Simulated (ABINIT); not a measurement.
An input for ABINIT 10.8.3 (patched build) (SiS3):

Contents of run.abi:

```
# Datasets
ndtset 3

# Pseudopotentials
pp_dirpath "./"
pseudos "Si.upf, S.upf"

# Structure
acell 4.15414906 4.1541490625 6.34398621 Angstrom
rprim
     1.0000000000     0.0000000000     0.0000000000
    -0.4999999997     0.8660254040     0.0000000000
     0.0000000000     0.0000000000     1.0000000000
ntypat 2
znucl 14 16
natom 4
typat 1 2 2 2
xred
            0.0            0.0            0.0
            0.0            0.0   0.8048107000
            0.0            0.0   0.1951893000
            0.0            0.0            1/2

# Plane-wave basis
ecut 653.073270 eV

# k points
kptopt 1
ngkpt 4 4 2
nshiftk 1
shiftk 0.0 0.0 0.0
istwfk *1

# Exchange and correlation
ixc -497498
usekden 1
nc_xccc_gspace 1
boxcutmin 3.0

# Bands and occupations
occopt 1

# SCF cycle
nstep 80
diemac 6.0

# Output
iomode 3
prteig 0
prtebands 0

# Dataset 1: ground state
nband1 11
tolvrs1 1.0e-12
prtden1 1
prtwf1 0
prtkden1 1

# Dataset 2: empty bands at fixed density
iscf2 -2
getden2 1
getkden2 1
nband2 23
nbdbuf2 4
tolwfr2 1.0e-12
nstep2 120
prtden2 0

# Dataset 3: self-energy
optdriver3 4
getwfk3 2
nband3 19
ecutsigx3 24.0
ecutwfn3 24.0
symsigma3 1
gwcalctyp3 15
ixc_sigma3 -428
getden3 1
fftgw3 01
gw_qprange3 -15
```

Potentials or basis: PseudoDojo NC SR PBE v0.4.1 standard.

Run with:

```console
$ abinit run.abi > log 2>&1
```

Question: How does this run end?

Answer: The run stopped without a result. It printed:

run.abo:

```text
.Version 10.8.3 of ABINIT
 DATASET    1 : space group P6/m m m (#191); Bravais hP (primitive hexag.)
================================================================================
 Values of the parameters that define the memory need for DATASET  1.
     intxc =       0    ionmov =       0      iscf =       7    lmnmax =       6
     lnmax =       6     mgfft =      80  mpssoang =       3    mqgrid =    3001
     natom =       4  nloc_mem =       1    nspden =       1   nspinor =       1
    nsppol =       1      nsym =      24    n1xccc =    2501    ntypat =       2
    occopt =       1   xclevel =       2
       mpw =        3608          nfft =      233280          nkpt =           8
[... 139 lines left out ...]

 chkinp: Checking input parameters for consistency, jdtset=   3.

 chkint_prt: ERROR -
 Context: the value of the variable ixc is -497498.
  The value of the input variable optdriver is 4, while it must be
  different from one of the following: 3 4 99 5 10
  Action: you should change the input variables optdriver or ixc.

Checking consistency of input data against itself revealed some problem(s).
So, stopping. The details of the problem(s) are given in the error file or the standard output file (= "log" file).
In parallel, the details might not even be printed there. Then, try running in sequential to see the details.

--- !ERROR
message: |
    Checking consistency of input data against itself gave 1 inconsistency.
    The details of the problem can be FOUND ABOVE (or in output or log file).
    In parallel, the details might not even be printed there. Then, try running in sequential to see the details.
...
```
